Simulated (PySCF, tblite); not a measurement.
# C₄H₅Br: dynamics, then NMR shifts on frames

How do NMR shifts of C₄H₅Br (`BrC=C1CC1`) change as the atoms move?

Programs: tblite 0.8.0 and PySCF 2.14.0, with density-fitted response routines of our own. Each step states its level of theory. These are calculated values for one molecule in the gas phase, unless marked as measured. Atoms count from 0, in the outputs and in this text.

## (1) Starting geometry

10 atoms, charge 0, multiplicity 1; geometry from: GFN2-xTB.

Bonds of the start (Å): Br0–C1 1.91, C1–C2 1.30, C2–C3 1.47, C3–C4 1.51, C4–C2 1.46, C1–H5 1.08, C3–H6 1.08, C3–H7 1.08, C4–H8 1.08, C4–H9 1.08.

## (2) A short Langevin run with GFN2-xTB

The job: settings as JSON, then the geometry in Å.

```
{"job": {"kind": "md", "xc": "GFN2-xTB", "basis": "xTB", "temperature": 600, "steps": 2000, "every": 50, "frames": 5}, "charge": 0, "multiplicity": 1}
Br     2.874279     0.847321     0.615885
C      1.569839    -0.386734    -0.043378
C      0.293185    -0.120287    -0.031849
C     -1.073721    -0.552155    -0.339150
C     -0.799462     0.798632     0.286813
H      2.009217    -1.298496    -0.413038
H     -1.515015    -1.327063     0.271223
H     -1.377270    -0.592642    -1.375631
H     -0.917514     1.685617    -0.319627
H     -1.054656     0.950460     1.326225
```

Level: GFN2-xTB Langevin dynamics, gas phase.

The run is started by

```
$ OMP_NUM_THREADS=1 python probes_run.py task.json out
```

One launch serves the whole session: the jobs run in the order shown.

Standard output:

```text
t/fs     T/K      E/eV
    0.0   508.5   -411.69493
   25.0   305.6   -411.30813
   50.0   514.3   -411.40357
   75.0   443.0   -411.18243
  100.0   342.7   -411.08990
  125.0   369.4   -411.13283
  150.0   547.2   -411.38077
  175.0   411.8   -411.31925
  200.0   582.6   -411.26587
  225.0   529.4   -410.75997
  250.0   831.1   -411.01695
  275.0   750.1   -411.01507
  300.0   579.4   -411.06449
  325.0   394.5   -410.99678
  350.0   586.4   -411.16030
  375.0   428.2   -411.29125
  400.0   314.8   -410.88636
  425.0   667.6   -411.10772
  450.0   450.7   -410.67544
  475.0   856.1   -411.18703
  500.0   573.0   -410.88643
  525.0   837.3   -411.09355
  550.0   575.5   -410.69998
  575.0   729.8   -411.13954
  600.0   899.0   -410.95617
  625.0   784.5   -410.95014
  650.0   467.6   -411.02638
  675.0   654.2   -411.15199
  700.0   563.6   -411.14568
  725.0   318.1   -411.05367
  750.0   385.2   -411.15882
  775.0   476.7   -411.25245
  800.0   401.6   -411.05376
  825.0   742.6   -411.19276
  850.0   542.2   -411.32262
  875.0   562.5   -411.29986
  900.0   411.7   -411.00072
  925.0   614.1   -411.28231
  950.0   539.5   -411.38649
  975.0   532.2   -411.20721
 1000.0   559.2   -410.95831
```

Run time: 7.3 s. Hardware: 1 thread of Arm Neoverse V1, shared host; peak memory 0.18 GiB.

Distance from the start (root mean square after alignment): 0 fs 0.00 Å, 200 fs 0.15 Å, 400 fs 0.19 Å, 600 fs 0.28 Å, 800 fs 0.23 Å, 1000 fs 0.17 Å.

Positions (Å) and forces (eV/Å) at 1000 fs:

```xyz
10

Br    2.170    0.942   -0.153    0.493    0.944   -0.325
C     0.807   -0.206    0.577    0.019    1.710   -0.407
C    -0.342    0.321    0.901   -2.006   -0.581    1.714
C    -1.604    0.010    1.708    0.556   -1.608   -0.335
C    -1.248    1.402    1.486    1.739    0.642   -1.920
H     1.341   -1.105    0.467   -0.903   -1.461    0.464
H    -1.497   -0.334    2.709    0.224   -0.646    0.527
H    -2.428   -0.505    1.177    0.462    0.789    0.293
H    -1.908    1.933    0.838   -0.003    0.489   -0.570
H    -0.657    2.055    2.120   -0.582   -0.279    0.558
```

## (3) Shielding tensors: 250 fs, PBE0/pcSseg-1

The job: settings as JSON, then the geometry in Å.

```
{"job": {"kind": "nmr", "xc": "PBE0", "basis": "pcSseg-1", "pop": false}, "charge": 0, "multiplicity": 1}
Br     2.732800     0.854200     0.595100
C      1.495700    -0.543700     0.523700
C      0.292300    -0.254800     0.002600
C     -1.009900    -0.720300    -0.468200
C     -0.675500     0.783300    -0.327500
H      1.932000    -1.531700     0.568700
H     -1.758000    -0.925200     0.165600
H     -0.948800    -1.274800    -1.365900
H     -0.534600     1.238700    -1.267700
H     -1.338700     1.192600     0.510800
```

Level: GIAO PBE0/pcSseg-1 NMR shielding, non-relativistic, gas phase.

Standard output:

```text
coarse grid: 40416 points
cycle   1  E = -2728.6838745084  dE = -4.311e-01  |g| = 7.226e-01  |ddm| = 3.048e+00
cycle   2  E = -2728.6783542961  dE =  5.520e-03  |g| = 4.675e-01  |ddm| = 5.408e-01
cycle   3  E = -2728.6965003325  dE = -1.815e-02  |g| = 2.409e-01  |ddm| = 5.226e-01
cycle   4  E = -2728.7106830497  dE = -1.418e-02  |g| = 6.036e-02  |ddm| = 2.503e-01
cycle   5  E = -2728.7114094350  dE = -7.264e-04  |g| = 1.048e-02  |ddm| = 4.833e-02
cycle   6  E = -2728.7114385216  dE = -2.909e-05  |g| = 2.288e-03  |ddm| = 1.605e-02
cycle   7  E = -2728.7114398084  dE = -1.287e-06  |g| = 1.017e-03  |ddm| = 3.857e-03
final grid: 84768 points
cycle   8  E = -2728.7114580035  dE =  2.117e-07  |g| = 1.386e-03  |ddm| = 2.877e-03
cycle   9  E = -2728.7114574813  dE =  5.222e-07  |g| = 1.980e-03  |ddm| = 3.814e-03
cycle  10  E = -2728.7114584858  dE = -1.005e-06  |g| = 1.729e-04  |ddm| = 2.263e-03
cycle  11  E = -2728.7114584924  dE = -6.631e-09  |g| = 2.310e-05  |ddm| = 1.433e-04
cycle  12  E = -2728.7114584926  dE = -1.437e-10  |g| = 5.852e-06  |ddm| = 3.161e-05
converged SCF energy = -2728.7114584926

GIAO shielding tensors (ppm)
atom      isotropic    diamagn.    paramagn.     s11        s22        s33       span
  0 Br    2107.358    3122.604   -1015.246   1587.774   1918.963   2815.337   1227.563
  1 C       64.218     249.715    -185.497    -26.140     91.032    127.763    153.903
  2 C       34.975     260.392    -225.417    -56.245     -7.813    168.983    225.228
  3 C      180.880     251.925     -71.044    158.871    168.993    214.777     55.906
  4 C      178.528     249.924     -71.396    151.064    168.473    216.048     64.984
  5 H       24.896      29.300      -4.404     19.453     25.923     29.312      9.859
  6 H       32.178      32.787      -0.609     25.845     28.914     41.776     15.931
  7 H       31.222      30.479       0.744     25.427     27.996     40.245     14.818
  8 H       30.841      29.738       1.103     26.078     26.992     39.454     13.376
  9 H       28.680      27.657       1.023     23.708     25.082     37.251     13.544
```

It took 12 s on 1 thread of Arm Neoverse V1, shared host; peak memory 0.68 GiB.

Shifts follow as δ = σ(reference) − σ, with reference shieldings (ppm) from runs at the same level and on the same kind of geometry: ¹H TMS 31.72, ¹³C TMS 186.9, ⁷⁹Br HBr 2622. The references are single molecules in the gas phase. Each atom is listed at this fixed geometry, with no averaging over motion; a spectrum would average atoms that exchange fast.

```tsv
atoms	environment	σ (ppm)	δ (ppm)
C2	fully substituted alkene carbon	35.0	151.9
C1	alkene CH	64.2	122.7
C4	three-membered-ring carbon	178.5	8.4
C3	three-membered-ring carbon	180.9	6.0
H5	hydrogen on an alkene CH	24.90	6.82
H9	hydrogen on a three-membered-ring carbon	28.68	3.04
H8	hydrogen on a three-membered-ring carbon	30.84	0.88
H7	hydrogen on a three-membered-ring carbon	31.22	0.49
H6	hydrogen on a three-membered-ring carbon	32.18	-0.46
Br0	bromine bonded to C	2107	515
```

Ring of atoms C2, C3, C4: NICS(0) -33.1, NICS(1) -7.8, NICS(1)zz -19.3 ppm (means of both faces).

In rings of three or four atoms NICS is ruled by the nearby σ bonds, so it says little on aromaticity.

## (4) Shielding tensors: 425 fs, PBE0/pcSseg-1

The job: settings as JSON, then the geometry in Å.

```
{"job": {"kind": "nmr", "xc": "PBE0", "basis": "pcSseg-1", "pop": false}, "charge": 0, "multiplicity": 1}
Br     2.888100     0.808300     0.632200
C      1.604200    -0.631900     0.422700
C      0.337000    -0.363400     0.305300
C     -0.939800    -1.040300    -0.086800
C     -0.837500     0.433900    -0.221200
H      2.214400    -1.542500     0.323700
H     -1.355400    -1.465900     0.821300
H     -1.140200    -1.839500    -0.807500
H     -0.678900     0.918700    -1.166400
H     -1.397900     1.104500     0.478000
```

With the program's defaults for keys left out, this is: GIAO PBE0/pcSseg-1 NMR shielding, non-relativistic, gas phase.

Standard output:

```text
coarse grid: 40416 points
cycle   1  E = -2728.6920670319  dE = -5.569e-01  |g| = 7.031e-01  |ddm| = 3.002e+00
cycle   2  E = -2728.6938750844  dE = -1.808e-03  |g| = 4.023e-01  |ddm| = 4.711e-01
cycle   3  E = -2728.7038598194  dE = -9.985e-03  |g| = 2.105e-01  |ddm| = 4.233e-01
cycle   4  E = -2728.7144828147  dE = -1.062e-02  |g| = 5.043e-02  |ddm| = 2.200e-01
cycle   5  E = -2728.7149877821  dE = -5.050e-04  |g| = 1.078e-02  |ddm| = 4.132e-02
cycle   6  E = -2728.7150179960  dE = -3.021e-05  |g| = 1.995e-03  |ddm| = 1.544e-02
cycle   7  E = -2728.7150190116  dE = -1.016e-06  |g| = 9.293e-04  |ddm| = 3.450e-03
final grid: 84768 points
cycle   8  E = -2728.7150149988  dE =  2.348e-07  |g| = 1.334e-03  |ddm| = 2.554e-03
cycle   9  E = -2728.7150143984  dE =  6.004e-07  |g| = 2.008e-03  |ddm| = 3.655e-03
cycle  10  E = -2728.7150154576  dE = -1.059e-06  |g| = 1.496e-04  |ddm| = 2.235e-03
cycle  11  E = -2728.7150154616  dE = -4.021e-09  |g| = 2.116e-05  |ddm| = 1.296e-04
cycle  12  E = -2728.7150154617  dE = -9.368e-11  |g| = 5.589e-06  |ddm| = 2.527e-05
converged SCF energy = -2728.7150154617

GIAO shielding tensors (ppm)
atom      isotropic    diamagn.    paramagn.     s11        s22        s33       span
  0 Br    1990.823    3123.416   -1132.593   1368.872   1748.014   2855.581   1486.709
  1 C       66.304     249.656    -183.352    -10.619     89.336    120.193    130.812
  2 C       56.763     256.797    -200.033    -27.788     -4.073    202.150    229.938
  3 C      170.047     250.704     -80.657    138.192    173.368    198.581     60.388
  4 C      167.234     247.710     -80.476    138.720    169.041    193.941     55.221
  5 H       23.921      28.428      -4.507     17.191     23.988     30.585     13.394
  6 H       30.095      29.353       0.742     24.926     27.121     38.237     13.311
  7 H       29.135      29.322      -0.188     24.864     25.946     36.594     11.730
  8 H       29.941      29.074       0.867     25.247     27.190     37.386     12.138
  9 H       28.423      27.196       1.227     24.453     24.896     35.918     11.465
```

Run time: 9.9 s. Hardware: 1 thread of Arm Neoverse V1, shared host; peak memory 0.69 GiB.

In short: δ C2 130.2, C1 120.6, C4 19.7, C3 16.9, H5 7.80, H9 3.29 ppm.

## (5) Nuclear shieldings: 625 fs, PBE0/pcSseg-1

The job: settings as JSON, then the geometry in Å.

```
{"job": {"kind": "nmr", "xc": "PBE0", "basis": "pcSseg-1", "pop": false}, "charge": 0, "multiplicity": 1}
Br     3.139000     0.483600     0.460400
C      1.929000    -0.965700     0.931200
C      0.713100    -0.503300     0.810800
C     -0.779700    -0.906700     0.639600
C     -0.298800     0.468800     0.341000
H      2.501400    -1.861500     1.293200
H     -1.360400    -1.179500     1.533700
H     -1.008500    -1.546200    -0.127300
H     -0.397000     0.906600    -0.751700
H     -0.490500     1.241100     1.084300
```

Method: GIAO PBE0/pcSseg-1 NMR shielding, non-relativistic, gas phase.

Standard output:

```text
coarse grid: 40416 points
cycle   1  E = -2728.6823467190  dE = -5.893e-01  |g| = 7.059e-01  |ddm| = 2.989e+00
cycle   2  E = -2728.6794265187  dE =  2.920e-03  |g| = 4.279e-01  |ddm| = 5.452e-01
cycle   3  E = -2728.6921871200  dE = -1.276e-02  |g| = 2.460e-01  |ddm| = 5.040e-01
cycle   4  E = -2728.7074071260  dE = -1.522e-02  |g| = 4.846e-02  |ddm| = 2.465e-01
cycle   5  E = -2728.7078256909  dE = -4.186e-04  |g| = 1.132e-02  |ddm| = 3.967e-02
cycle   6  E = -2728.7078591785  dE = -3.349e-05  |g| = 1.650e-03  |ddm| = 1.555e-02
cycle   7  E = -2728.7078599101  dE = -7.316e-07  |g| = 5.619e-04  |ddm| = 2.720e-03
final grid: 84768 points
cycle   8  E = -2728.7078496901  dE =  4.448e-08  |g| = 7.117e-04  |ddm| = 1.768e-03
cycle   9  E = -2728.7078495488  dE =  1.413e-07  |g| = 1.008e-03  |ddm| = 1.908e-03
cycle  10  E = -2728.7078498197  dE = -2.709e-07  |g| = 1.032e-04  |ddm| = 1.160e-03
cycle  11  E = -2728.7078498213  dE = -1.616e-09  |g| = 1.090e-05  |ddm| = 8.859e-05
cycle  12  E = -2728.7078498213  dE = -1.910e-11  |g| = 5.678e-06  |ddm| = 1.520e-05
converged SCF energy = -2728.7078498213

GIAO shielding tensors (ppm)
atom      isotropic    diamagn.    paramagn.     s11        s22        s33       span
  0 Br    1902.669    3123.482   -1220.813   1386.075   1446.103   2875.830   1489.754
  1 C       67.688     252.000    -184.311    -14.992     94.790    123.266    138.258
  2 C       50.920     261.043    -210.123    -33.648     -4.606    191.013    224.662
  3 C      169.841     250.179     -80.338    143.695    168.996    196.831     53.136
  4 C      163.202     246.385     -83.183    135.950    166.309    187.347     51.396
  5 H       23.426      28.054      -4.628     18.344     23.103     28.831     10.487
  6 H       29.596      28.432       1.164     25.019     26.166     37.601     12.581
  7 H       31.732      32.029      -0.297     26.769     28.749     39.679     12.909
  8 H       27.222      26.359       0.863     23.398     24.321     33.948     10.550
  9 H       29.272      27.943       1.329     25.423     26.179     36.212     10.789
```

Run time: 10 s. Hardware: 1 thread of Arm Neoverse V1, shared host; peak memory 0.69 GiB.

This run: δ C2 136.0, C1 119.2, C4 23.7, C3 17.1, H5 8.29, H8 4.49 ppm.

## (6) Shielding tensors: 800 fs, PBE0/pcSseg-1

The job: settings as JSON, then the geometry in Å.

```
{"job": {"kind": "nmr", "xc": "PBE0", "basis": "pcSseg-1", "pop": false}, "charge": 0, "multiplicity": 1}
Br     3.002500     0.525400     0.277900
C      1.298100    -0.516000     0.758000
C      0.092100     0.031600     0.821400
C     -1.109500    -0.198600     1.545800
C     -0.682000     1.224300     1.206800
H      1.533800    -1.579300     0.469600
H     -0.895000    -0.579700     2.590600
H     -2.013900    -0.564900     1.104400
H     -1.218100     1.901000     0.526700
H     -0.246000     1.878600     1.993200
```

With the program's defaults for keys left out, this is: GIAO PBE0/pcSseg-1 NMR shielding, non-relativistic, gas phase.

Standard output:

```text
coarse grid: 40416 points
cycle   1  E = -2728.6848806185  dE = -6.193e-01  |g| = 7.074e-01  |ddm| = 2.922e+00
cycle   2  E = -2728.6751525112  dE =  9.728e-03  |g| = 4.570e-01  |ddm| = 5.308e-01
cycle   3  E = -2728.6875199121  dE = -1.237e-02  |g| = 2.954e-01  |ddm| = 5.363e-01
cycle   4  E = -2728.7101951764  dE = -2.268e-02  |g| = 4.920e-02  |ddm| = 2.781e-01
cycle   5  E = -2728.7105990107  dE = -4.038e-04  |g| = 1.127e-02  |ddm| = 4.060e-02
cycle   6  E = -2728.7106320229  dE = -3.301e-05  |g| = 2.816e-03  |ddm| = 1.692e-02
cycle   7  E = -2728.7106341966  dE = -2.174e-06  |g| = 1.216e-03  |ddm| = 4.676e-03
final grid: 84768 points
cycle   8  E = -2728.7106231164  dE =  3.593e-07  |g| = 1.691e-03  |ddm| = 3.401e-03
cycle   9  E = -2728.7106221780  dE =  9.384e-07  |g| = 2.524e-03  |ddm| = 4.579e-03
cycle  10  E = -2728.7106238539  dE = -1.676e-06  |g| = 1.889e-04  |ddm| = 2.864e-03
cycle  11  E = -2728.7106238610  dE = -7.153e-09  |g| = 2.013e-05  |ddm| = 1.793e-04
cycle  12  E = -2728.7106238611  dE = -8.959e-11  |g| = 1.054e-05  |ddm| = 2.789e-05
converged SCF energy = -2728.7106238611

GIAO shielding tensors (ppm)
atom      isotropic    diamagn.    paramagn.     s11        s22        s33       span
  0 Br    1802.807    3123.175   -1320.367   1054.070   1486.209   2868.143   1814.073
  1 C       42.637     252.164    -209.527    -35.010     67.193     95.728    130.738
  2 C       41.411     250.438    -209.027    -50.481     -7.162    181.877    232.358
  3 C      167.715     252.455     -84.739    146.604    161.002    195.540     48.936
  4 C      171.951     250.508     -78.558    137.355    167.177    211.321     73.966
  5 H       23.116      27.800      -4.684     17.252     23.184     28.913     11.661
  6 H       28.790      27.294       1.496     22.955     26.350     37.066     14.111
  7 H       29.476      29.874      -0.398     24.986     26.350     37.092     12.106
  8 H       29.085      29.158      -0.074     24.852     25.655     36.747     11.896
  9 H       29.545      27.882       1.663     24.483     26.800     37.353     12.871
```

It took 11 s on 1 thread of Arm Neoverse V1, shared host; peak memory 0.69 GiB.

Key values: δ C2 145.5, C1 144.3, C3 19.2, C4 15.0, H5 8.60, H6 2.93 ppm.

## (7) NMR shieldings: 1000 fs, PBE0/pcSseg-1

The job: settings as JSON, then the geometry in Å.

```
{"job": {"kind": "nmr", "xc": "PBE0", "basis": "pcSseg-1", "pop": false}, "charge": 0, "multiplicity": 1}
Br     2.169500     0.941700    -0.153000
C      0.807500    -0.206200     0.576900
C     -0.341900     0.320600     0.901300
C     -1.604000     0.010200     1.708000
C     -1.247700     1.401600     1.486200
H      1.340600    -1.105200     0.466500
H     -1.497000    -0.333800     2.709500
H     -2.427700    -0.504600     1.176600
H     -1.907900     1.933000     0.837500
H     -0.657400     2.055000     2.120000
```

Level: GIAO PBE0/pcSseg-1 NMR shielding, non-relativistic, gas phase.

Standard output:

```text
coarse grid: 40416 points
cycle   1  E = -2728.6854721289  dE = -5.002e-01  |g| = 6.986e-01  |ddm| = 3.021e+00
cycle   2  E = -2728.6899215464  dE = -4.449e-03  |g| = 3.824e-01  |ddm| = 4.423e-01
cycle   3  E = -2728.6985993413  dE = -8.678e-03  |g| = 1.904e-01  |ddm| = 3.830e-01
cycle   4  E = -2728.7071036460  dE = -8.504e-03  |g| = 5.200e-02  |ddm| = 2.102e-01
cycle   5  E = -2728.7076790140  dE = -5.754e-04  |g| = 1.055e-02  |ddm| = 4.243e-02
cycle   6  E = -2728.7077075582  dE = -2.854e-05  |g| = 1.482e-03  |ddm| = 1.385e-02
cycle   7  E = -2728.7077081497  dE = -5.915e-07  |g| = 5.528e-04  |ddm| = 2.503e-03
final grid: 84768 points
cycle   8  E = -2728.7077191928  dE =  4.729e-08  |g| = 7.079e-04  |ddm| = 1.705e-03
cycle   9  E = -2728.7077190302  dE =  1.626e-07  |g| = 1.041e-03  |ddm| = 2.034e-03
cycle  10  E = -2728.7077193242  dE = -2.941e-07  |g| = 1.056e-04  |ddm| = 1.242e-03
cycle  11  E = -2728.7077193259  dE = -1.630e-09  |g| = 1.284e-05  |ddm| = 8.760e-05
cycle  12  E = -2728.7077193259  dE = -3.365e-11  |g| = 5.246e-06  |ddm| = 1.646e-05
converged SCF energy = -2728.7077193259

GIAO shielding tensors (ppm)
atom      isotropic    diamagn.    paramagn.     s11        s22        s33       span
  0 Br    1989.511    3124.145   -1134.635   1353.724   1789.946   2824.862   1471.138
  1 C       71.793     248.458    -176.666     -3.537     82.057    136.859    140.397
  2 C       58.792     251.290    -192.498    -20.732    -18.453    215.561    236.293
  3 C      168.755     251.836     -83.081    143.353    169.585    193.326     49.973
  4 C      170.031     254.481     -84.449    145.100    164.454    200.540     55.440
  5 H       23.659      30.805      -7.146     15.694     21.857     33.424     17.731
  6 H       30.499      29.482       1.017     25.635     27.090     38.771     13.136
  7 H       29.113      28.943       0.170     24.925     25.579     36.834     11.909
  8 H       29.698      30.215      -0.517     24.780     26.787     37.526     12.745
  9 H       29.442      28.902       0.540     23.936     27.489     36.901     12.965
```

Wall time 9.9 s (1 thread of Arm Neoverse V1, shared host); peak memory 0.69 GiB.

In short: δ C2 128.1, C1 115.1, C3 18.2, C4 16.9, H5 8.06, H7 2.60 ppm.

## (8) Side by side: NMR shifts

Shifts (ppm) of some atoms, chosen among heavy atoms and hydrogens apart, with basis size and wall time:

```tsv
frame	C2	C1	C4	C3	H8	H6	Br0	functions	time
250 fs	151.9	122.7	8.4	6.0	0.88	-0.46	515	134	12 s
425 fs	130.2	120.6	19.7	16.9	1.78	1.62	631	134	9.9 s
625 fs	136.0	119.2	23.7	17.1	4.49	2.12	719	134	10 s
800 fs	145.5	144.3	15.0	19.2	2.63	2.93	819	134	11 s
1000 fs	128.1	115.1	16.9	18.2	2.02	1.22	633	134	9.9 s
```

## (9) What came out

```
                                       quantity                              value
                                     thermostat                              600 K
                  mean temperature, second half                              580 K
        mean potential energy above the minimum                            0.59 eV
 ¹³C shifts against TMS (PBE0/pcSseg-1, 250 fs)         151.9, 122.7, 8.4, 6.0 ppm
  ¹H shifts against TMS (PBE0/pcSseg-1, 250 fs)  6.82, 3.04, 0.88, 0.49, -0.46 ppm
⁷⁹Br shifts against HBr (PBE0/pcSseg-1, 250 fs)                            515 ppm
                      range of the shift of Br0                     515 to 819 ppm
```

In words: In the second half the potential energy averages 0.59 eV above the minimum; equipartition over 24 harmonic modes at 600 K would give 0.62 eV. With 10 atoms the temperature swings widely (306 to 899 K). C1 stands next to heavy halogen, whose spin-orbit shielding this run leaves out, so the computed shift lies too far downfield, most of all for carbon beside Br or I. Shifts at one fixed geometry are not the observed spectrum, which averages over the motion. In the first frame run (250 fs): The largest span, 1228 ppm, is at Br0, where the paramagnetic term is -1015 ppm. In ppm, Br0 moves most: its shift spreads over 305 ppm, from 515 (250 fs) to 819 (800 fs). Spin-orbit coupling is left out, which matters for shieldings and couplings at and beside the heavy atoms.
